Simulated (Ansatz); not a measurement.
**B₂F₂H₄O₂: basis-set convergence**

An exercise on one series of results from a longer session: the logs are not shown, and one member is left open.

Computed with Ansatz 0.2.0, Gaussian basis. Level: one geometry, several basis sets.

The runs, in order: PBE0-D4/def2-SVP; ωB97M-V/def2-SVP; PBE0-D4/def2-QZVPP; ωB97M-V/def2-QZVPP; the functionals' def2-TZVPP values are taken from earlier runs.

## The geometry

An earlier PBE0-D4 in a triple-zeta def2 set relaxation fixed the geometry.

SMILES `F[B@H-]1[OH+][B@@H-](F)[OH+]1`, 10 atoms, charge 0, spin multiplicity 1.

Atoms are counted from 1 here; the program's logs count them from 0.

Bond lengths: F1–B2 1.343 Å, B2–O3 1.550 Å, B2–O6 1.550 Å, B2–H7 1.204 Å, O3–B4 1.550 Å, O3–H8 0.960 Å, B4–F5 1.343 Å, B4–O6 1.550 Å, B4–H9 1.204 Å, O6–H10 0.960 Å. Angles: F1–B2–O3 111.5°, F1–B2–O6 111.5°, F1–B2–H7 117.0°, O3–B2–O6 88.1°, O3–B2–H7 112.6°, O6–B2–H7 112.6°, B2–O3–B4 90.6°, B2–O3–H8 115.6°, B4–O3–H8 115.6°, O3–B4–F5 111.5°, O3–B4–O6 88.1°, O3–B4–H9 112.6°, F5–B4–O6 111.5°, F5–B4–H9 117.0°, O6–B4–H9 112.6°, B2–O6–B4 90.6°, B2–O6–H10 115.6°, B4–O6–H10 115.6°.

Set-up of the first run:

File in.yaml:

```yaml
crystal:
  periodic: [false, false, false]
  atoms:
    - {symbol: F, position_ang: [-1.311020, 1.427947, 1.124687]}
    - {symbol: B, position_ang: [-0.392259, 0.471782, 0.912611]}
    - {symbol: O, position_ang: [-0.913260, -0.610435, -0.067045]}
    - {symbol: B, position_ang: [0.311728, -0.388315, -0.990314]}
    - {symbol: F, position_ang: [-0.064092, -0.095491, -2.245848]}
    - {symbol: O, position_ang: [0.626162, 0.893193, -0.177156]}
    - {symbol: H, position_ang: [0.139680, -0.001681, 1.883938]}
    - {symbol: H, position_ang: [-1.001738, -1.493224, 0.299232]}
    - {symbol: H, position_ang: [1.152907, -1.239596, -0.854890]}
    - {symbol: H, position_ang: [1.534992, 0.984521, 0.117785]}
basis:
  gaussian: {orbitals: def2-SVP}
hamiltonian: {xc: pbe0, dispersion: d4}
output: {orbitals: {seedname: orbitals}}
```

On the command line:

```console
$ ansatz run in.yaml --threads 4 --pin off --events-out ev --progress --plain --max-ram 10444MiB
```

Steps of the session up to this table: PBE0-D4 in def2-SVP; ωB97M-V in def2-SVP; PBE0-D4 in def2-QZVPP; ωB97M-V in def2-QZVPP.

One table of the session follows, with a row left open; its other results are not shown here.

| functional | basis | HOMO (eV) | LUMO (eV) |
| --- | --- | --- | --- |
| PBE0-D4 | def2-SVP | -9.30 | 1.02 |
| PBE0-D4 | def2-TZVPP | ? | ? |
| PBE0-D4 | def2-QZVPP | -9.45 | -0.01 |
| ωB97M-V | def2-SVP | -11.64 | 2.71 |
| ωB97M-V | def2-TZVPP | -11.81 | 1.65 |
| ωB97M-V | def2-QZVPP | -11.83 | 1.13 |

Q: Estimate the row for PBE0-D4, def2-TZVPP from the others.

**Answer.** HOMO (eV): -9.42; LUMO (eV): 0.26. In the column «HOMO (eV)» it lies between PBE0-D4, def2-QZVPP (-9.45) and PBE0-D4, def2-SVP (-9.30).
